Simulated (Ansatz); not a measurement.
Debugging a comparison of enthalpies under pressure of two structures of CdAu (Ansatz 0.2.0 through its Python package).

`cdau_transition.py`
```python
'''Pressure at which two phases of CdAu cross.'''

import logging
import sys
import warnings

import ansatz as az
import numpy as np
import pandas as pd

logging.basicConfig(stream=sys.stdout, format='%(levelname)s:%(name)s:%(message)s')
log = logging.getLogger('calc')
log.setLevel(logging.INFO)


def cscl(A, B, a):
    return (
        az.Lattice.cubic(a)
        .space_group(221)
        .atom(A, (0, 0, 0))
        .atom(B, (0.5, 0.5, 0.5))
    )


def rocksalt(a_site, b_site, a):
    return az.Crystal.rocksalt(a_site, b_site, a=a)


def compute(name, crystal, pressure=0.0):
    calc = (
        crystal.calculation()
        .functional('pbesol')
        .basis(38 * az.Ry)
        .kpoints(spacing=0.33)
        .occupations('gaussian', width=0.1)
    )
    calc = calc.relax(force_tolerance=0.01, max_steps=30, cell=True, pressure=pressure)
    return calc.run(threads=1, backend='cpu')


def volume_per_atom(outcome):
    return abs(np.linalg.det(outcome.lattice.cell_ang)) / len(outcome.lattice.sites)

warnings.simplefilter('ignore', az.DeckWarning)

phases = {}
phases['CsCl'] = cscl('Cd', 'Au', 3.32)
phases['rocksalt'] = rocksalt('Cd', 'Au', 5.4)

# H = E + PV, with 1 eV per cubic angstrom equal to 160.2 GPa
pressures = [0, 20, 40, 60]
enthalpy, volume = {name: [] for name in phases}, {name: [] for name in phases}
for p in pressures:
    for name, crystal in phases.items():
        o = compute(name, crystal, pressure=p)
        volume[name].append(volume_per_atom(o))
        enthalpy[name].append(o.report['energy_sigma0_ev'] / len(o.lattice.sites) + p * volume[name][-1])
gap = np.array(enthalpy['rocksalt']) - np.array(enthalpy['CsCl'])
rows = [(p, va, vb, 1000 * d) for p, va, vb, d in zip(pressures, volume['CsCl'], volume['rocksalt'], gap)]
print(pd.DataFrame(rows, columns=['P (GPa)', 'V CsCl (A^3/atom)', 'V rocksalt (A^3/atom)', 'H(rocksalt) - H(CsCl) (meV/atom)']).round(4).to_string(index=False))
crossings = [p0 - g0 * (p1 - p0) / (g1 - g0) for p0, p1, g0, g1 in zip(pressures, pressures[1:], gap, gap[1:]) if g0 * g1 < 0]
print('crossing near', [round(float(p), 1) for p in crossings], 'GPa') if crossings else print('no crossing in this range')
```

```console
$ python cdau_transition.py
 P (GPa)  V CsCl (A^3/atom)  V rocksalt (A^3/atom)  H(rocksalt) - H(CsCl) (meV/atom)
       0            18.2891                20.8981                          180.2465
      20            16.1512                17.9872                        36939.2213
      40            14.9731                16.4902                        60960.7594
      60            14.1613                15.4875                        79910.2041
no crossing in this range
```

The script ran to its end, but the result can't be trusted. Why?

The fault: the PV term multiplies GPa by cubic angstrom with no conversion to eV. The change:

```diff
--- before
+++ after
@@ -56,3 +56,3 @@
         volume[name].append(volume_per_atom(o))
-        enthalpy[name].append(o.report['energy_sigma0_ev'] / len(o.lattice.sites) + p * volume[name][-1])
+        enthalpy[name].append(o.report['energy_sigma0_ev'] / len(o.lattice.sites) + p * volume[name][-1] / 160.21766)
 gap = np.array(enthalpy['rocksalt']) - np.array(enthalpy['CsCl'])
```

With that change:

`python cdau_transition.py` gives:
```text
 P (GPa)  V CsCl (A^3/atom)  V rocksalt (A^3/atom)  H(rocksalt) - H(CsCl) (meV/atom)
       0            18.2891                20.8981                          180.2465
      20            16.1512                17.9872                          447.4314
      40            14.9731                16.4902                          656.1250
      60            14.1613                15.4875                          832.5672
no crossing in this range
```

Notes:
- At a fixed pressure a relaxation lowers the enthalpy F + PV, while F alone can rise.
- This is a high-temperature or high-pressure form, not the ambient phase.
- Spin-orbit coupling, which matters for elements this heavy, is left out.
- Only these two structures are compared, at zero temperature and with their symmetry kept; either may be hypothetical, and another phase may be lower than both. Differences under about 40 meV an atom lie within the error of mesh and functional.
- The cells are prototypes set up for this calculation and needn't exist.
- Wall time of the script: 48 s on 1 thread of Arm Neoverse V2, on a shared host, peak memory 0.45 GiB.

(Lines on the test bed's own set-up are left out of the output.)
